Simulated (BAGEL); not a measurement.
**doublet [AlCNCl2]+ at 5 levels**

Aim: a comparison of 5 runs (UHF/STO-3G, UHF/3-21G, ROHF/6-31G*, ROHF/cc-pVDZ, UHF/cc-pVDZ) of doublet [AlCNCl2]+. 

The results are computed with BAGEL 1.2.2.

### Step 1. The structure to begin with

[AlCNCl2]+ has 5 atoms, charge +1, and is taken as a doublet. As SMILES of the parent species, `N#[C][Al]([Cl])[Cl]`. Geometry: a GFN2-xTB relaxation, a rough one for these elements and not checked as a minimum. That shape belongs to the parent species and isn't relaxed for this state.

Bond lengths: Al1–Cl2 2.017 Å, Al1–Cl3 2.018 Å, Al1–C4 1.975 Å, C4–N5 1.149 Å. Angles: Cl2–Al1–Cl3 128.5°, Cl2–Al1–C4 115.7°, Cl3–Al1–C4 115.8°, Al1–C4–N5 179.9°.

### Step 2. The energy at UHF/STO-3G (density fitting with qzvpp-jkfit) (run 1)

Input file job.json:

```json
{ "bagel" : [

{
  "title" : "molecule",
  "basis" : "sto-3g",
  "df_basis" : "qzvpp-jkfit",
  "angstrom" : true,
  "geometry" : [
    { "atom" : "Al", "xyz" : [       0.333570,       0.579810,       0.007900 ] },
    { "atom" : "Cl", "xyz" : [       2.345090,       0.433060,       0.055720 ] },
    { "atom" : "Cl", "xyz" : [      -0.803880,       2.246160,      -0.020940 ] },
    { "atom" : "C", "xyz" : [      -0.650450,      -1.131930,      -0.014350 ] },
    { "atom" : "N", "xyz" : [      -1.224330,      -2.127090,      -0.028330 ] }
  ]
},

{
  "title" : "uhf",
  "charge" : 1,
  "nopen" : 1
},

{
  "title" : "print",
  "file" : "orbitals.molden",
  "orbitals" : true
}

]}
```

The run is started by

```
$ BAGEL_NUM_THREADS=1 BAGEL job.json > job.out
```

Standard output:

```text
* using 1 threads per process

  ===============================================================
  ===============================================================

  *** Geometry ***

  { "atom" : "Al", "xyz" : [      0.630356,      1.095682,      0.014929 ] },
  { "atom" : "Cl", "xyz" : [      4.431578,      0.818365,      0.105296 ] },
  { "atom" : "Cl", "xyz" : [     -1.519113,      4.244627,     -0.039571 ] },
  { "atom" : "C", "xyz" : [     -1.229172,     -2.139038,     -0.027118 ] },
  { "atom" : "N", "xyz" : [     -2.313648,     -4.019618,     -0.053536 ] },

  Number of auxiliary basis functions:      536

  Since a DF basis is specified, we compute 2- and 3-index integrals:
    o Being stored without compression. Storage requirement is 0.006 GB

  Number of basis functions:       37
  Number of electrons      :       60

    * METHOD: MOLECULE                             0.18

  *** Open-shell HF ***

  === Nuclear Repulsion ===
   274.2693699397

      * DIIS with orbital gradients will be used.

  === UHF iteration (sto-3g) ===
      0      -1238.90365901          0.04259376           0.06
      1      -1238.97202860          0.04748811           0.06
      2      -1238.94192080          0.04872437           0.06
      3      -1239.12675923          0.00533170           0.06
      4      -1239.13575886          0.00396032           0.06
      5      -1239.14866710          0.00147378           0.06
      6      -1239.15231009          0.00128139           0.06
      7      -1239.15554674          0.00052816           0.06
      8      -1239.15607619          0.00081989           0.06
      9      -1239.15747322          0.00020434           0.06
     10      -1239.15874519          0.00015770           0.06
     11      -1239.15909249          0.00005588           0.06
     12      -1239.15913866          0.00004584           0.06
     13      -1239.15914622          0.00003595           0.06
     14      -1239.15914642          0.00000365           0.06
     15      -1239.15914647          0.00000212           0.06
     16      -1239.15914648          0.00000150           0.06
     17      -1239.15914648          0.00000060           0.06
     18      -1239.15914649          0.00000019           0.06
     19      -1239.15914649          0.00000009           0.06
     20      -1239.15914649          0.00000006           0.06
     21      -1239.15914649          0.00000005           0.06
     22      -1239.15914649          0.00000003           0.06
     23      -1239.15914649          0.00000002           0.06
     24      -1239.15914649          0.00000001           0.06
    * SCF iteration converged.

    * S^2 (UHF) is 1.0780

    * Permanent dipole moment:
           (    1.762723,     3.063378,     0.039271) a.u.

    * METHOD: UHF                                  1.66

    * METHOD: PRINT                                0.00

  ===============================================================
```

Run time: 2 s. Hardware: 1 thread of Arm Neoverse V2, shared host; peak memory 0.081 GiB.

### Step 3. The energy at UHF/3-21G (density fitting with qzvpp-jkfit) (run 2)

job.json: that of step 2 with these lines changed.

```diff
@@ -4,3 +4,3 @@
   "title" : "molecule",
-  "basis" : "sto-3g",
+  "basis" : "3-21g",
   "df_basis" : "qzvpp-jkfit",
@@ -16,13 +16,5 @@
 
-{
-  "title" : "uhf",
-  "charge" : 1,
-  "nopen" : 1
-},
+{ "title" : "uhf", "charge" : 1, "nopen" : 1 },
 
-{
-  "title" : "print",
-  "file" : "orbitals.molden",
-  "orbitals" : true
-}
+{ "title" : "print", "file" : "orbitals.molden", "orbitals" : true }
```

The run is started by

```
$ BAGEL_NUM_THREADS=1 BAGEL job.json > job.out
```

Standard output:

```text
* using 1 threads per process

  ===============================================================
  ===============================================================

  *** Geometry ***

  { "atom" : "Al", "xyz" : [      0.630356,      1.095682,      0.014929 ] },
  { "atom" : "Cl", "xyz" : [      4.431578,      0.818365,      0.105296 ] },
  { "atom" : "Cl", "xyz" : [     -1.519113,      4.244627,     -0.039571 ] },
  { "atom" : "C", "xyz" : [     -1.229172,     -2.139038,     -0.027118 ] },
  { "atom" : "N", "xyz" : [     -2.313648,     -4.019618,     -0.053536 ] },

  Number of auxiliary basis functions:      536

  Since a DF basis is specified, we compute 2- and 3-index integrals:
    o Being stored without compression. Storage requirement is 0.014 GB

  Number of basis functions:       57
  Number of electrons      :       60

    * METHOD: MOLECULE                             0.18

  *** Open-shell HF ***

  === Nuclear Repulsion ===
   274.2693699397

      * DIIS with orbital gradients will be used.

  === UHF iteration (3-21g) ===
      0      -1246.51056910          0.03375408           0.10
      1      -1246.55173519          0.04199423           0.10
      2      -1246.51546522          0.04983608           0.10
      3      -1246.65489623          0.00518369           0.10
      4      -1246.66169251          0.00451802           0.10
      5      -1246.67339675          0.00370435           0.10
      6      -1246.68696424          0.00579087           0.10
      7      -1246.67912859          0.00509858           0.10
      8      -1246.69110682          0.00088023           0.10
      9      -1246.69309115          0.00090362           0.10
[... 15 lines of this table left out ...]
     25      -1246.69584198          0.00000003           0.10
     26      -1246.69584198          0.00000002           0.10
     27      -1246.69584198          0.00000001           0.10
     28      -1246.69584198          0.00000001           0.10
    * SCF iteration converged.

    * S^2 (UHF) is 1.1209

    * Permanent dipole moment:
           (    1.762110,     3.062347,     0.039407) a.u.

    * METHOD: UHF                                  3.09

    * METHOD: PRINT                                0.01

  ===============================================================
```

Wall time 3.6 s (1 thread of Arm Neoverse V2, shared host); peak memory 0.1 GiB.

Runs 3 to 4 aren't shown in full; the table further down has their settings and results.

### Step 4. The energy at UHF/cc-pVDZ (density fitting with qzvpp-jkfit) (run 5)

Input file calc.json:

```json
{ "bagel" : [

{
  "title" : "molecule",
  "basis" : "cc-pvdz.json",
  "df_basis" : "qzvpp-jkfit",
  "angstrom" : true,
  "geometry" : [
    { "atom" : "Al", "xyz" : [       0.333570,       0.579810,       0.007900 ] },
    { "atom" : "Cl", "xyz" : [       2.345090,       0.433060,       0.055720 ] },
    { "atom" : "Cl", "xyz" : [      -0.803880,       2.246160,      -0.020940 ] },
    { "atom" : "C", "xyz" : [      -0.650450,      -1.131930,      -0.014350 ] },
    { "atom" : "N", "xyz" : [      -1.224330,      -2.127090,      -0.028330 ] }
  ]
},

{ "title" : "uhf", "charge" : 1, "nopen" : 1 },

{ "title" : "print", "file" : "orbitals.molden", "orbitals" : true }

]}
```

The basis set cc-pVDZ is read from a file made from the Basis Set Exchange's data (not shown).

The run is started by

```
$ BAGEL_NUM_THREADS=1 BAGEL calc.json > calc.out
```

Standard output:

```text
* using 1 threads per process

  ===============================================================
  ===============================================================

  *** Geometry ***

  { "atom" : "Al", "xyz" : [      0.630356,      1.095682,      0.014929 ] },
  { "atom" : "Cl", "xyz" : [      4.431578,      0.818365,      0.105296 ] },
  { "atom" : "Cl", "xyz" : [     -1.519113,      4.244627,     -0.039571 ] },
  { "atom" : "C", "xyz" : [     -1.229172,     -2.139038,     -0.027118 ] },
  { "atom" : "N", "xyz" : [     -2.313648,     -4.019618,     -0.053536 ] },

  Number of auxiliary basis functions:      536

  Since a DF basis is specified, we compute 2- and 3-index integrals:
    o Being stored without compression. Storage requirement is 0.029 GB

  Number of basis functions:       82
  Number of electrons      :       60

    * METHOD: MOLECULE                             0.23

  *** Open-shell HF ***

  === Nuclear Repulsion ===
   274.2693699397

      * DIIS with orbital gradients will be used.

  === UHF iteration (cc-pvdz.json) ===
      0      -1252.76000113          0.03012052           0.15
      1      -1252.78239864          0.03647528           0.15
      2      -1252.72798607          0.03971690           0.15
      3      -1252.93597225          0.00493770           0.15
      4      -1252.94505445          0.00356977           0.15
      5      -1252.95435178          0.00318155           0.15
      6      -1252.96909342          0.00139870           0.15
      7      -1252.96639523          0.00301266           0.15
      8      -1252.97368030          0.00079684           0.15
      9      -1252.97340299          0.00137081           0.15
[... 19 lines of this table left out ...]
     29      -1252.97746126          0.00000005           0.16
     30      -1252.97746126          0.00000003           0.16
     31      -1252.97746126          0.00000002           0.16
     32      -1252.97746126          0.00000001           0.16
    * SCF iteration converged.

    * S^2 (UHF) is 1.0506

    * Permanent dipole moment:
           (    1.537053,     2.672251,     0.034316) a.u.

    * METHOD: UHF                                  5.23

    * METHOD: PRINT                                0.01

  ===============================================================
```

It took 5.7 s on 1 thread of Arm Neoverse V2, shared host; peak memory 0.13 GiB.

### Step 5. All runs side by side

```tsv
run	level	energy (Eh)	⟨S²⟩	wall time
1	UHF/STO-3G (density fitting with qzvpp-jkfit)	-1239.159146	1.078	2 s
2	UHF/3-21G (density fitting with qzvpp-jkfit)	-1246.695842	1.121	3.6 s
3	ROHF/6-31G* (density fitting with qzvpp-jkfit, spherical functions)	-1252.897257	0.750	14 s
4	ROHF/cc-pVDZ (density fitting with qzvpp-jkfit)	-1252.961541	0.750	11 s
5	UHF/cc-pVDZ (density fitting with qzvpp-jkfit)	-1252.977461	1.051	5.7 s
```

### Step 6. Summary of results

| quantity | value |
| --- | --- |
| run 5: total energy | -1252.97746 Eh |
| run 5: ⟨S²⟩ | 1.051 |

What this shows: In run 1 the basis is minimal, so the values are rough. Spin contamination of the reference: run 2 ⟨S²⟩ = 1.12, run 1 ⟨S²⟩ = 1.08, run 5 ⟨S²⟩ = 1.05. All runs together took 37 s, the longest 14 s.
